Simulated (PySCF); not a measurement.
# H6O6Pr ([Pr(OH)6]2-): the cost of one run

Programs: PySCF 2.14.0, with routines of our own; each step states its level. All values are computed. Atoms count from 0.

## Step 1: The starting structure

13 atoms, charge -2, states of the metal's open shell are computed; geometry from: model geometry, bond lengths from ionic radii.

## Step 2: Ligand-field states: state-averaged CASSCF in water

What the job is given:

```
{"job": {"kind": "lf", "basis": {"metal": "x2c-TZVPall", "ligand": "x2c-SVPall"}, "nevpt": true, "solvent": "water"}, "charge": -2, "metal": "Pr", "open_shell": "f1"}
Pr     0.000000     0.000000     0.000000
O      0.000000     0.000000     2.220000
H      0.800000     0.000000     2.760000
O      0.000000     0.000000    -2.220000
H     -0.800000     0.000000    -2.760000
O      2.220000     0.000000     0.000000
H      2.760000     0.800000     0.000000
O     -2.220000     0.000000     0.000000
H     -2.760000    -0.800000     0.000000
O      0.000000     2.220000     0.000000
H      0.000000     2.760000     0.800000
O     -0.000000    -2.220000     0.000000
H     -0.000000    -2.760000    -0.800000
```

With the program's defaults for keys left out, this is: state-averaged CASSCF of the metal f shell, SC-NEVPT2 on the averaged canonical orbitals, state-interaction spin-orbit coupling.

The run is started by

```console
> OMP_NUM_THREADS=1 python lf_run.py task.json out
```

The driver reads the jobs from task.json and runs them one after another.

**Question.** How long does this first job take on 1 thread of AMD EPYC 7R43, shared host, and how much memory does it need?

About 37 s, with a peak of 0.64 GiB.
